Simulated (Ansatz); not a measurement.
**Ni (hcp type): how the settings move a single-point run**

Question: which choices in the input matter for Ni (hcp type)?

Program: Ansatz 0.2.0. Level of theory: reference: DFT, PBEsol, all-electron LAPW, scalar-relativistic. These are calculated values, not measurements.

**1. Starting point**

The structure is hexagonal, space group P6_3/mmc (No. 194). The conventional cell has a = 2.273 Å, b = 2.273 Å, c = 3.728 Å, α = 90.00°, β = 90.00°, γ = 120.00°. Ni (site symmetry -6m2) is surrounded by 12 Ni at 2.27 to 2.28 Å.

As a file:

```cif
data_structure
_symmetry_space_group_name_H-M 'P6_3/mmc'
_symmetry_Int_Tables_number 194
_cell_length_a 2.2735
_cell_length_b 2.2735
_cell_length_c 3.7276
_cell_angle_alpha 90.000
_cell_angle_beta 90.000
_cell_angle_gamma 120.000
_cell_volume 16.69
loop_
_atom_site_label
_atom_site_type_symbol
_atom_site_symmetry_multiplicity
_atom_site_Wyckoff_symbol
_atom_site_fract_x
_atom_site_fract_y
_atom_site_fract_z
_atom_site_occupancy
Ni1 Ni 2 c 0.33333 0.66667 0.25000 1
```

**2. Reference**

Input file input.yaml:

```yaml
crystal:
  lattice:
    - [2.2734791739, 0.0, 0.0]
    - [-1.136739587, 1.9688907196, 0.0]
    - [0.0, 0.0, 3.727609232]
  atoms:
    - { symbol: Ni, position: [0.3333333333, 0.6666666667, 0.25], spin: 1.0 }
    - { symbol: Ni, position: [0.6666666667, 0.3333333333, 0.75], spin: 1.0 }
magnetization:
  spin_polarized: true
kpoints:
  mp_grid: { grid: [18, 18, 10] }
scf:
  occupations: { method: fermi_dirac, width: 0.1 }
hamiltonian:
  xc: pbesol
  pseudopotentials: { kind: all_electron, lapw: { basis_error: 0.001 } }
output:
  forces: true
  stress: true
  eigenvalues: true
  populations: true
```

On the command line:

```sh
> ansatz run input.yaml --threads 1 --pin off --max-ram 3072MiB --backend cpu --events-out ev --progress --plain --runs-dir out
```

**3. Changing settings: mp_grid.shift [0.5, 0.5, 0.5], n_extra_bands 2**

input.yaml: that of step 2 with these lines changed.

```diff
@@ -11,5 +11,6 @@
 kpoints:
-  mp_grid: { grid: [18, 18, 10] }
+  mp_grid: { grid: [18, 18, 10], shift: [0.5, 0.5, 0.5] }
 scf:
   occupations: { method: fermi_dirac, width: 0.1 }
+  n_extra_bands: 2
 hamiltonian:
```

Q: Predict the outcome of this session. Wanted: for each run, ending; energy change; pressure; abs. moment; force.

The runs gave:

| run | ending | energy change | pressure (GPa) | abs. moment (μB) | force (eV/Å) | cycles | time |
| --- | --- | --- | --- | --- | --- | --- | --- |
| reference | converged | 0 | 86.6 | 1.20 | 0.00 | 8 | 1.9 min |
| 1: mp_grid.shift [0.5, 0.5, 0.5], n_extra_bands 2 | converged | +0.3 meV/atom | 86.6 | 1.18 | 0.00 | 8 | 3.6 min |

Residual by cycle in the longest SCF loop of each run; runs are numbered as in the table. The quantity is the density residual dr2, in eV.

```
cycle  reference    run 1
    1    0.00966  0.00943
    2    0.00664  0.00664
    3    0.00504  0.00837
    4     8.4e-5   7.9e-5
    5     4.9e-6   4.8e-6
    6     2.1e-8   1.2e-8
    7    5.6e-10  1.7e-11
    8    2.6e-11  1.0e-11
```

**Reading.** Changing the k-point mesh and band count leaves the energy as it was (+0.3 meV/atom). Cost: 3.6 min against 1.9 min. The structure is not at rest: the sound run finds 87 GPa, so these are no properties of the relaxed crystal. 
